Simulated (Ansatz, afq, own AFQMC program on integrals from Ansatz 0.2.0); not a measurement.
# CH₂Ge (quintet): AFQMC on the coupled-cluster ladder, cc-pVDZ, part 2 of 2

Ansatz 0.2.0, Gaussian basis, and an in-house AFQMC program (afq) on its integrals; all values are calculated; cc-pVDZ, frozen cores.

## 9. CCSDT(Q) on UHF

Contents of in.yaml:

```yaml
crystal:
  periodic: [false, false, false]
  atoms:
    - {symbol: Ge, position_ang: [0.000000, 0.000000, 0.330803]}
    - {symbol: C, position_ang: [0.000000, 0.000000, -1.626483]}
    - {symbol: H, position_ang: [0.000000, 0.908852, -2.229454]}
    - {symbol: H, position_ang: [0.000000, -0.908852, -2.229454]}
basis:
  gaussian: {orbitals: cc-pVDZ}
magnetization: {spin_polarized: true, initial_magnetization: 4}
correlation: {method: ccsdt_q, electrons: outside_noble_gas}
```

Started as:

```sh
> ansatz run in.yaml --threads 1 --pin off --events-out ev --progress --plain --max-ram 1382MiB
```

The program printed (excerpt; [...] marks lines left out):

```text
Functional definition: HF
  name "HF"
  cite "Fock, Z. Phys. 61, 126 (1930) doi:10.1007/BF01340294"
  parent pbe
[...]
977 factors; integrals over basis functions are off by at most 2.6e-7 eV
[...]
mean field -57530.78938995 eV, -2114.2175143110 hartree, gradient 2.2e-6 eV, S^2 6.020270; 0 other end points of the search recorded, 0 dependent functions left out
15 core orbitals not correlated: weight in the atoms' cores, before any rotation towards them, 0.999 or more for the frozen orbitals, at most 0.001 for the correlated occupied ones
reference -57530.78938995 eV, -2114.2175143110 hartree; 7, 3 occupied and 29, 33 virtual orbitals, 977 factors
second order -4.11103024 eV of doubles, -0.00000000 eV of singles
cycle   1  -4.66589646 eV  change   -5.5e-1 eV  update   6.4e-2
[...]
cycle  14  -5.05224255 eV  change   -4.9e-7 eV  update   1.0e-6
perturbative correction -0.00736839 eV, -0.0002707832 hartree
Total energy: -57535.84900088 eV, -2114.4034515833 hartree
```

It took 10 s on 1 thread of Arm Neoverse V2, shared host.

From the report: ⟨S²⟩ of the determinant 6.020 (pure quintet: 6.00); correlation -5.0596 eV; T1 0.018; largest double amplitude 0.06.

## 10. Phaseless AFQMC, CISD trial on UHF

It reads the integrals that the CCSD(T) run on this determinant wrote.

Started as:

```sh
> afq ham --method phaseless --trial cisd --walkers 60 --populations 1 --least-time 40 --time-step 0.005 --steps-per-block 50 --equilibration-blocks 28 --max-blocks 300 --target-error 0.00038 --factor-cut 1e-05 --start spin_pure --seed 9483 --release-times 0.24,0.51,0.99,1.62,2.4 --release-step 0.03 --release-every 4 --taylor-order 6
```

The program printed:

```text
orbitals 36  electrons 7 3  factors 287 of 548
reference energy -2114.21751106 Eh
CCSD correlation -0.18026853 Eh in 10 cycles, weight of the determinant in the CISD state 0.9062
energy of the start -2114.397312 Eh
 block  time / (1/Eh)  mean weight  energy / Eh
     1     0.250  0.9993  -2114.396350
     2     0.500  1.0002  -2114.397835
     3     0.750  0.9988  -2114.397608
     4     1.000  0.9989  -2114.399947
     5     1.250  1.0019  -2114.399938
     6     1.500  1.0016  -2114.402034
     7     1.750  1.0013  -2114.407540
     8     2.000  0.9988  -2114.411778
     9     2.250  0.9989  -2114.401711
    10     2.500  1.0017  -2114.403652
    13     3.250  0.9997  -2114.411057
    17     4.250  1.0011  -2114.404046
    21     5.250  1.0012  -2114.406121
    25     6.250  1.0005  -2114.400970
    29     7.250  0.9989  -2114.403215
    33     8.250  0.9969  -2114.401117
    37     9.250  1.0025  -2114.399590
    41    10.250  1.0005  -2114.399699
    45    11.250  1.0013  -2114.401032
    49    12.250  0.9993  -2114.403911
    53    13.250  0.9997  -2114.406228
    57    14.250  1.0026  -2114.401438
    61    15.250  1.0001  -2114.403581
    65    16.250  0.9997  -2114.402645
    69    17.250  1.0011  -2114.401171
    73    18.250  0.9995  -2114.406420
    77    19.250  0.9998  -2114.401514
    81    20.250  0.9998  -2114.404576
    85    21.250  1.0001  -2114.401527
    89    22.250  0.9990  -2114.403635
    93    23.250  1.0001  -2114.404221
    97    24.250  1.0006  -2114.405564
   101    25.250  1.0013  -2114.406112
   105    26.250  1.0005  -2114.400857
   109    27.250  0.9996  -2114.405784
   113    28.250  0.9983  -2114.405688
   117    29.250  1.0004  -2114.405296
   121    30.250  1.0016  -2114.409016
   125    31.250  0.9969  -2114.404511
   129    32.250  0.9997  -2114.402053
   133    33.250  1.0001  -2114.408032
   137    34.250  0.9994  -2114.402724
   141    35.250  1.0000  -2114.406230
   145    36.250  0.9984  -2114.403503
   149    37.250  1.0015  -2114.406017
   153    38.250  0.9996  -2114.401873
   157    39.250  1.0003  -2114.403692
   161    40.250  0.9988  -2114.402029
   165    41.250  1.0006  -2114.401322
   169    42.250  0.9984  -2114.403162
   173    43.250  0.9993  -2114.402034
   177    44.250  1.0007  -2114.403905
   181    45.250  1.0010  -2114.405025
   185    46.250  0.9998  -2114.402319
blocks merged  error / Eh  count
     1  0.000178  160
     2  0.000205  80
     4  0.000236  40
     8  0.000306  20
    16  0.000371  10
released: time / (1/Eh)  energy / Eh  error  mean overlap
  0.24  -2114.403161  0.000293  1.0111
  0.51  -2114.403347  0.000288  1.0087
  0.99  -2114.402989  0.000310  1.0271
  1.62  -2114.403380  0.000357  1.0094
  2.40  -2114.403986  0.000496  0.9700
energy -2114.403008 +/- 0.000306 Eh
```

It took 3.6 min on 1 thread of Arm Neoverse V2, shared host.

Energy -57535.8369 ± 0.0083 eV. The run doesn't count as converged. Caveats: constraint bias not in the error; error not settled; halves of the run differ. The error still grows with block length (0.0064 to 0.0101 eV), so the bar may be too small.

## 11. Phaseless AFQMC, single-determinant trial on UHF

It reads the integrals that the CCSD(T) run on this determinant wrote.

Started as:

```sh
> afq ham --method phaseless --trial hf --walkers 120 --populations 1 --least-time 40 --time-step 0.005 --steps-per-block 20 --equilibration-blocks 112 --max-blocks 600 --target-error 0.00114 --factor-cut 1e-05 --start spin_pure --seed 9582 --taylor-order 6
```

The program printed:

```text
orbitals 36  electrons 7 3  factors 287 of 548
reference energy -2114.21751106 Eh
CCSD correlation -0.18026853 Eh in 10 cycles, weight of the determinant in the CISD state 0.9062
energy of the start -2114.217995 Eh
 block  time / (1/Eh)  mean weight  energy / Eh
     1     0.100  1.0009  -2114.255567
     2     0.200  1.0028  -2114.280557
     3     0.300  1.0004  -2114.297702
     4     0.400  1.0018  -2114.317411
     5     0.500  1.0022  -2114.332446
     6     0.600  1.0009  -2114.340934
     7     0.700  1.0006  -2114.359696
     8     0.800  1.0012  -2114.352675
     9     0.900  0.9998  -2114.352316
    10     1.000  1.0009  -2114.364878
    18     1.800  1.0012  -2114.410367
    35     3.500  0.9996  -2114.394324
    52     5.200  0.9994  -2114.392177
    69     6.900  1.0011  -2114.400606
    86     8.600  1.0007  -2114.404782
   103    10.300  1.0011  -2114.420884
   120    12.000  1.0005  -2114.385867
   137    13.700  1.0010  -2114.413842
   154    15.400  0.9996  -2114.416370
   171    17.100  1.0007  -2114.399167
   188    18.800  1.0006  -2114.390060
   205    20.500  1.0000  -2114.404376
   222    22.200  1.0009  -2114.398004
   239    23.900  0.9990  -2114.396870
   256    25.600  0.9990  -2114.386785
   273    27.300  1.0017  -2114.402562
   290    29.000  1.0003  -2114.422380
   307    30.700  1.0014  -2114.399377
   324    32.400  0.9991  -2114.408270
   341    34.100  0.9983  -2114.423971
   358    35.800  1.0001  -2114.394028
   375    37.500  0.9994  -2114.415429
   392    39.200  0.9998  -2114.397700
   409    40.900  1.0014  -2114.377022
   426    42.600  0.9991  -2114.406441
   443    44.300  0.9994  -2114.406792
   460    46.000  0.9996  -2114.406001
   477    47.700  0.9997  -2114.404910
   494    49.400  0.9993  -2114.390254
   511    51.100  1.0003  -2114.392439
   528    52.800  0.9984  -2114.387102
   545    54.500  1.0018  -2114.402838
   562    56.200  0.9993  -2114.402999
   579    57.900  1.0016  -2114.404272
   596    59.600  1.0010  -2114.406261
   613    61.300  1.0000  -2114.401452
   630    63.000  1.0002  -2114.394336
   647    64.700  1.0011  -2114.426906
   664    66.400  0.9986  -2114.413660
   681    68.100  0.9995  -2114.412396
   698    69.800  0.9981  -2114.426065
blocks merged  error / Eh  count
     1  0.000566  600
     2  0.000761  300
     4  0.001001  150
     8  0.001266  75
    16  0.001499  37
    32  0.001680  18
    64  0.002236  9
energy -2114.404865 +/- 0.001680 Eh
```

Wall time 3.9 min (1 thread of Arm Neoverse V2, shared host).

Energy -57535.8875 ± 0.0457 eV. Caveats: constraint bias not in the error. The error still grows with block length (0.0408 to 0.0608 eV), so the bar may be too small.

## 12. Free-projection AFQMC, CISD trial on UHF

It reads the integrals that the CCSD(T) run on this determinant wrote.

Started as:

```sh
> afq ham --method free --trial cisd --walkers 60 --time-step 0.03 --max-blocks 80 --target-error 0.00038 --factor-cut 1e-05 --seed 1833 --times 0,0.21,0.42,0.81,1.2,1.8,2.4,3 --taylor-order 8
```

The program printed:

```text
orbitals 36  electrons 7 3  factors 287 of 548
reference energy -2114.21751106 Eh
CCSD correlation -0.18026853 Eh in 10 cycles, weight of the determinant in the CISD state 0.9062
repeat  energy at the last time / Eh  error
    10  -2114.401880  0.000538
    20  -2114.402110  0.000385
    30  -2114.402753  0.000427
    40  -2114.402604  0.000337
time / (1/Eh)  energy / Eh  error  mean overlap
  0.00  -2114.397707  0.000121  1.1029
  0.21  -2114.400294  0.000140  1.0975
  0.42  -2114.401431  0.000162  1.1016
  0.81  -2114.402744  0.000209  1.0895
  1.20  -2114.403072  0.000285  1.0905
  1.80  -2114.402934  0.000251  1.1067
  2.40  -2114.402596  0.000277  1.1490
  3.00  -2114.402668  0.000339  1.1701
energy -2114.402668 +/- 0.000339 Eh
```

Wall time 98 s (1 thread of Arm Neoverse V2, shared host).

Energy -57535.8277 ± 0.0092 eV. Caveats: remainder of the start not in the error.

## 13. AFQMC on the ladder

On the UHF determinant, counted from CCSDT(Q) (a yardstick, not exact):

| level | energy (eV) | from CCSDT(Q) (meV) | statistical error (meV) | time |
| --- | --- | --- | --- | --- |
| HF | -57530.7893 | +5059.7 |  |  |
| MP2 | -57534.9003 | +948.7 |  |  |
| CCSD | -57535.6947 | +154.3 |  |  |
| CCSD(T) | -57535.8192 | +29.8 |  |  |
| CCSDT(Q) | -57535.8490 | 0.0 |  |  |
| Phaseless AFQMC, single-determinant trial, step 0.005, 120 walkers | -57535.8875 | -38.5 | 45.7 | 3.9 min |
| Free-projection AFQMC, CISD trial, step 0.03, 60 walkers | -57535.8277 | +21.3 | 9.2 | 98 s |

The functionals' totals stand on their own zeros and serve differences with other points: PBE -57570.664 eV; r2SCAN -57580.075 eV; PBE0 -57572.481 eV; B3LYP -57581.992 eV; wB97M-V -57576.984 eV; B2PLYP -57568.208 eV.

## 14. What came out

The summary covers parts 1 to 2.

```
                                                      quantity             value
                                  CCSD(T) on UHF from CCSDT(Q)         +29.8 meV
Phaseless AFQMC, single-determinant trial on UHF from CCSDT(Q)  -38.5 ± 45.7 meV
        Free-projection AFQMC, CISD trial on UHF from CCSDT(Q)   +21.3 ± 9.2 meV
```

**Reading.** Free projection has no constraint; at the last time it gives +21.3 ± 9.2 meV, and from a start that isn't spin pure other spins can mix in. Error bars are statistical and leave out the constraint, the time step and what remains of the start.
